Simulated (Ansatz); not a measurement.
**CH₂Ge (singlet): wave-function methods side by side, cc-pVTZ**

The task here is to estimate one member of a computed series from the others.

Computed with Ansatz 0.2.0, Gaussian basis. Level: cc-pVTZ, core rule «outside noble gas», up to 15 orbitals frozen.

Plan: UHF; CCSD(T) on RHF; CCSD(T) on UHF; BCCD(T) on RHF; CCSDT(Q) on RHF; CCSDT(Q) on UHF; CASSCF and MRCISD+Q, 10 electrons in 10 orbitals; CASSCF and NEVPT2, 10 electrons in 10 orbitals.

4 further runs of the same task are left out: 4 set aside as unsound or not needed.

## The geometry

The geometry is a PBE0/def2-TZVP stationary point (not a proven minimum). No spin-orbit coupling is included. The filled d shell of Ge may be among the frozen orbitals whatever the setting's name suggests; the logs give the count.

4 atoms, charge 0, spin multiplicity 1.

Atoms are counted from 1 here; the program's logs count them from 0.

Bond lengths: Ge1–C2 1.786 Å, C2–H3 1.089 Å, C2–H4 1.089 Å. Angles: Ge1–C2–H3 123.1°, Ge1–C2–H4 123.1°, H3–C2–H4 113.7°.

The first run:

in.yaml reads:

```yaml
crystal:
  periodic: [false, false, false]
  atoms:
    - {symbol: Ge, position_ang: [0.000000, 0.000000, 0.302970]}
    - {symbol: C, position_ang: [0.000000, 0.000000, -1.483402]}
    - {symbol: H, position_ang: [0.000000, -0.912198, -2.078999]}
    - {symbol: H, position_ang: [0.000000, 0.912198, -2.078999]}
basis:
  gaussian: {orbitals: cc-pVTZ}
magnetization: {spin_polarized: true, initial_magnetization: 0}
hamiltonian: {xc: hf}
output: {orbitals: {seedname: orbitals}}
```

On the command line:

```sh
> ansatz run in.yaml --threads 1 --pin off --events-out ev --progress --plain --max-ram 4096MiB --backend cpu
```

Among the steps run: UHF; CCSD(T) on RHF; CCSD(T) on UHF; BCCD(T) on RHF; CCSDT(Q) on RHF; CCSDT(Q) on UHF; CASSCF and MRCISD+Q, 10 electrons in 10 orbitals; CASSCF and NEVPT2, 10 electrons in 10 orbitals.

One table of the session follows, with a row left open; its other results are not shown here.

```
          method  from RCCSDT(Q) (meV)
             RHF               +8052.4
             UHF               +7934.6
            RMP2               +1040.4
            UMP2               +1514.5
           RCCSD                +428.4
           UCCSD                +454.8
        RCCSD(T)                 +48.6
        UCCSD(T)                 +80.6
         BCCD(T)                 +46.1
          RCCSDT                 +29.3
          UCCSDT                     ?
       RCCSDT(Q)                     0
       UCCSDT(Q)                  +1.6
  CASSCF valence               +4824.8
  NEVPT2 valence               +1128.5
  MRCISD valence                +376.6
MRCISD+Q valence                 +68.8
```

**Question.** Estimate the row for UCCSDT.

The run gave: from RCCSDT(Q) (meV): +33.9. In the column «from RCCSDT(Q) (meV)» it lies between RCCSDT (+29.3) and BCCD(T) (+46.1).

To keep in mind: Restricted and unrestricted rows rest on different reference determinants; where their highest levels disagree by more than a few hundredths of an eV, they describe different states and don't form one ladder.
